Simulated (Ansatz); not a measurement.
# HPd12F in Ansatz: reference runs

How does HPd12F come out in PBE? The cell is run as given.

Program: Ansatz 0.2.0. These are calculated values, not measurements. Logs are shortened: lines on timing, memory, paths and dates and some standing lists are left out, and cuts for length are marked.

### 1 The cell of the first run

The cell holds a slab with vacuum, 14 atoms: a = 5.501 Å, b = 5.501 Å, c = 22.492 Å, α = 90.00°, β = 90.00°, γ = 120.00°.

### 2 Single point, PBE

The input, input.yaml:

```yaml
crystal:
  lattice:
    - [5.5010079149, 0.0, 0.0]
    - [-2.7505039575, 4.7640126007, 0.0]
    - [0.0, 0.0, 22.4915541542]
  atoms:
    - { symbol: Pd, position: [0.3333333333, 0.1666666667, 0.3556890709] }
    - { symbol: Pd, position: [0.3333333333, 0.6666666667, 0.3556890709] }
    - { symbol: Pd, position: [0.8333333333, 0.1666666667, 0.3556890709] }
    - { symbol: Pd, position: [0.8333333333, 0.6666666667, 0.3556890709] }
    - { symbol: Pd, position: [0.6666666667, 0.3333333333, 0.4555388661] }
    - { symbol: Pd, position: [0.6666666667, 0.8333333333, 0.4555388661] }
    - { symbol: Pd, position: [0.1666666667, 0.3333333333, 0.4555388661] }
    - { symbol: Pd, position: [0.1666666667, 0.8333333333, 0.4555388661] }
    - { symbol: Pd, position: [0.0, 0.5, 0.5553886614] }
    - { symbol: Pd, position: [0.0, 0.0, 0.5553886614] }
    - { symbol: Pd, position: [0.5, 0.5, 0.5553886614] }
    - { symbol: Pd, position: [0.5, 0.0, 0.5553886614] }
    - { symbol: F, position: [0.25, 0.5, 0.6380863704] }
    - { symbol: H, position: [0.3979934821, 0.6842453704, 0.6380863704] }
hamiltonian:
  xc: pbe
  pseudopotentials: { kind: paw }
kpoints:
  mp_grid: { grid: [6, 6, 1] }
scf:
  occupations: { method: fermi_dirac, width: 0.05 }
output:
  forces: true
  eigenvalues: true
efield:
  axis: 3
  dipole_correction: true
  ramp_width: 0.04
```

Potentials or basis: Ansatz PAW.

On the command line:

```bash
$ ansatz run input.yaml --threads 4 --pin off --max-ram 11264MiB --backend cpu --events-out ev --progress --plain --runs-dir out
```

Standard output:

```text
Warning: RAYON_NUM_THREADS=4 ignored (pool sized by the plan → 4); use --threads N
Engine: ansatz 0.2.0, aarch64-unknown-linux-gnu
[... 87 lines left out ...]
  k-point 1: bands = ["-81.3861", "-81.3475", "-81.3286", "-81.3040", "-81.0885", "-81.0678", "-81.0065", "-80.9750", "-80.9742", "-80.9695", "-80.9636", "-80.9456", "-47.2552", "-47.2407", "-47.2291", "-47.1538", "-47.1159", "-47.1001", "-47.0846", "-47.0364", "-47.0183", "-46.9992", "-46.9952", "-46.9855", "-46.9749", "-46.9495", "-46.9338", "-46.9330", "-46.9268", "-46.9185", "-46.8010", "-46.7815", "-46.7497", "-46.7469", "-46.7420", "-46.7301", "-46.7031", "-46.6878", "-46.6797", "-46.6761", "-46.6635", "-46.6583", "-46.5507", "-46.5256", "-46.5237", "-46.5200", "-46.5131", "-46.4991", "-24.0636", "-7.4142", "-4.4932", "-4.0061", "-3.3562", "-2.1551", "-2.1098", "-2.0829", "-2.0803", "-2.0402", "-1.8991", "-1.8798", "-1.8674", "-1.7371", "-1.7243", "-1.6843", "-1.4688", "-1.4350", "-1.4268", "-0.5409", "-0.4769", "-0.4132", "-0.1431", "-0.1314", "-0.1154", "-0.0747", "-0.0500", "0.0434", "0.1739", "0.2900", "0.3176", "0.3428", "0.3616", "0.4506", "0.5212", "0.5478", "0.9496", "1.0125", "1.0182", "1.3981", "1.4559", "1.4978", "1.5453", "1.6107", "1.6382", "1.6766", "1.7077", "1.8363", "2.0979", "2.2102", "2.2993", "2.3202", "2.3832", "2.3926", "2.4432", "2.4516", "2.5671", "2.5729", "2.6288", "2.6469", "2.6916", "2.6948", "2.8210", "2.8723", "2.8795", "2.8835", "3.2782", "3.6956", "4.6920", "4.8236", "5.0635", "5.2115", "6.0245", "6.1386", "7.1362", "7.2579", "7.4336", "7.5568", "8.0555", "8.3312", "9.2953", "9.7325", "10.1317", "10.2198", "10.2827", "10.4352", "10.5406"]
  k-point 2: bands = ["-81.3831", "-81.3489", "-81.3285", "-81.3056", "-81.0871", "-81.0678", "-81.0000", "-80.9810", "-80.9747", "-80.9695", "-80.9649", "-80.9456", "-47.2283", "-47.2072", "-47.1791", "-47.1446", "-47.1094", "-47.0910", "-47.0737", "-47.0595", "-47.0477", "-47.0082", "-46.9859", "-46.9793", "-46.9466", "-46.9419", "-46.9401", "-46.9102", "-46.9097", "-46.8827", "-46.8361", "-46.7782", "-46.7762", "-46.7731", "-46.7652", "-46.7481", "-46.7382", "-46.7164", "-46.6851", "-46.6776", "-46.6761", "-46.6639", "-46.5448", "-46.5291", "-46.5224", "-46.5199", "-46.5149", "-46.4997", "-24.0635", "-7.4210", "-4.4493", "-4.0075", "-2.7952", "-2.0000", "-1.7689", "-1.7155", "-1.6925", "-1.6613", "-1.5417", "-1.5231", "-1.5186", "-1.4896", "-1.4524", "-1.4277", "-1.2155", "-0.9605", "-0.9567", "-0.5507", "-0.5046", "-0.4555", "-0.3327", "-0.3026", "-0.0375", "-0.0067", "0.0302", "0.0507", "0.0988", "0.1367", "0.3018", "0.4320", "0.5347", "0.5545", "0.5632", "0.5671", "0.6185", "0.6421", "0.9518", "1.0443", "1.0847", "1.1718", "1.2761", "1.2985", "1.3200", "1.3849", "1.4003", "1.4808", "1.5265", "1.5616", "1.6314", "1.9188", "1.9234", "2.0598", "2.0842", "2.1138", "2.1557", "2.1864", "2.2349", "2.3127", "2.3449", "2.5823", "2.5889", "2.6485", "2.6965", "2.8500", "2.8621", "3.3811", "4.1446", "5.2907", "5.3624", "5.8553", "6.1463", "6.2772", "6.5434", "7.8126", "8.0570", "8.3382", "8.6419", "8.7292", "8.9573", "9.9027", "10.0394", "10.3273", "10.7468", "10.7796", "10.8625"]
  k-point 19: bands = ["-81.3821", "-81.3465", "-81.3323", "-81.3054", "-81.0798", "-81.0759", "-80.9914", "-80.9902", "-80.9724", "-80.9712", "-80.9588", "-80.9510", "-47.2102", "-47.1840", "-47.1445", "-47.1198", "-47.1050", "-47.0919", "-47.0836", "-47.0753", "-47.0692", "-47.0502", "-46.9768", "-46.9603", "-46.9518", "-46.9463", "-46.9018", "-46.8952", "-46.8805", "-46.8775", "-46.8144", "-46.8132", "-46.7940", "-46.7922", "-46.7842", "-46.7817", "-46.7200", "-46.7120", "-46.7008", "-46.6955", "-46.6771", "-46.6756", "-46.5367", "-46.5352", "-46.5211", "-46.5201", "-46.5142", "-46.5020", "-24.0633", "-7.4114", "-4.3843", "-4.0459", "-2.1827", "-2.1651", "-1.6027", "-1.5947", "-1.4752", "-1.4598", "-1.3225", "-1.3134", "-1.2173", "-1.2049", "-1.0889", "-1.0821", "-0.9102", "-0.8927", "-0.7827", "-0.7691", "-0.4215", "-0.4169", "-0.3592", "-0.3373", "-0.3136", "-0.3074", "0.0040", "0.0157", "0.3031", "0.3183", "0.3667", "0.3774", "0.4704", "0.4954", "0.6306", "0.6515", "0.6543", "0.6714", "0.6878", "0.7107", "0.7137", "0.7539", "0.8222", "1.0127", "1.1390", "1.1521", "1.3299", "1.3586", "1.3745", "1.4505", "1.5617", "1.5647", "1.5751", "1.6296", "1.6936", "1.7129", "2.0375", "2.0604", "2.0700", "2.1002", "2.5006", "2.5755", "2.6411", "2.6527", "2.6763", "2.8056", "2.8763", "2.8923", "4.9146", "5.1560", "5.3764", "5.4152", "6.3430", "6.4865", "7.0715", "7.4615", "8.4766", "8.6368", "8.7536", "8.8093", "9.5866", "9.6046", "9.6219", "9.7302", "10.5698", "10.9926", "11.2177"]
```

It took 36 s on 4 threads of Arm Neoverse V2, shared host; peak memory 2.2 GiB.

What came out:

| Quantity | Value |
| --- | --- |
| Free energy | -84493.3560 eV |
| Largest force | 2.832 eV/Å |
| Band gap on the k mesh | none (metal or under the smearing width) |
| Work function of the upper face | 4.62 eV |
| Work function of the lower face | 5.25 eV |
| Dipole across the slab | 0.091 e·Å |

Forces on the atoms (eV/Å):
```
Pd   0.043  0.003 -0.323
Pd   0.003  0.021 -0.284
Pd  -0.040 -0.006 -0.323
Pd  -0.003  0.011 -0.298
Pd   0.007  0.104  0.106
Pd   0.004  0.020 -0.016
Pd   0.000 -0.036 -0.145
Pd  -0.004  0.030 -0.041
Pd  -0.748 -0.120 -0.533
Pd  -0.014 -0.177  0.151
Pd   0.869 -0.207 -0.772
Pd   0.035  0.204  0.206
F   -0.543 -1.579  2.287
H    0.390  1.732 -0.016
```

Levels at points of the mesh, in eV from the Fermi level:
```tsv
k point	band 111	band 112	band 113	band 114	band 115	band 116
(0.00, 0.00, 0.00)	0.30	0.31	0.35	0.36	0.36	1.35
(0.00, -0.50, 0.00)	-0.11	-0.06	-0.03	0.06	0.16	0.17
(-0.50, 0.00, 0.00)	-0.07	-0.05	-0.04	0.10	0.16	0.20
(-0.50, -0.50, 0.00)	-0.07	-0.06	-0.03	0.09	0.17	0.18
```
